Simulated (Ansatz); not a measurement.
GdO: equation of state with PBE

GdO:

```xyz
2
Lattice="2.8018 0.0000 0.0000 0.0000 2.8018 0.0000 0.0000 0.0000 2.8018" Properties=species:S:1:pos:R:3 pbc="T T T"
Gd    0.0000    0.0000    0.0000
O     1.4009    1.4009    1.4009
```

The cell comes from a database or a generator and needn't be the stable form of this composition.

- Program: Ansatz 0.2.0
- Task: equation of state
- Functional: PBE
- Potentials or basis: Ansatz PAW
- Cutoff: 420 eV
- Density cutoff: 1680 eV
- k mesh: 9 × 9 × 9
- Occupations: fermi-dirac, width 0.05 eV
- Spin: collinear spin, ferromagnetic start
- Starting moments: [7.0, 0.0] μB

```
Equilibrium volume : outside the volumes run
```

Energy against volume, from the lowest point:
```tsv
volume (Å³/atom)	energy (meV/atom)
10.338	402.43
10.557	311.00
10.777	230.58
10.997	160.19
11.217	98.85
11.437	45.67
11.657	0.00
```

All runs of the series together: 20 s on 2 threads of AMD EPYC 7R43 64-Core Processor (Zen 3), with other jobs on the host.

Caveat: without U or exact exchange the open f shell lies at the Fermi level, which spoils levels, moments and volumes. The state reached can hang on the start; a lower one may exist.
